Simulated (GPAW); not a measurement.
Crystal: As2S.

```xyz
6
Lattice="-3.5065 3.5065 2.4859 3.5065 -3.5065 2.4859 3.5065 3.5065 -2.4859" Properties=species:S:1:pos:R:3 pbc="T T T"
As   -1.7532    3.5065    1.8644
As    1.7532    3.5065    1.8644
As    0.0000    1.7532    0.6215
As    0.0000    5.2597    0.6215
S     3.5065    0.0000    1.2430
S     0.0000    0.0000    2.4859
```

The cell comes from a database or a generator and needn't be the stable form of this composition.

Program: GPAW 26.7.0. Alike in all runs: no spin polarisation; cell as given; cutoff (eV) 600; smearing fermi-dirac 0.05 eV.

Q: Order these runs on this cell by their pressure, lowest first.
A. level r2SCAN; potentials or basis GPAW PAW data sets (gpaw-data 1.2.1), pw; k mesh 5 × 5 × 5; band path GXMGZPNZ1M,XP; band points 60
B. level PBEsol; potentials or basis PAW data sets generated in the run's folder for this functional, pw; k mesh 7 × 7 × 7
C. level PBE; potentials or basis GPAW PAW data sets (gpaw-data 1.2.1), pw; k mesh 5 × 5 × 5; band path GXMGZPNZ1M,XP; band points 60

A: B (-3.1 GPa), A (-1.3 GPa), C (0.4 GPa).

Caveats: the PAW data sets were made with another functional, which shifts forces and pressure a little (some runs).

Not every run made on this cell is shown here.
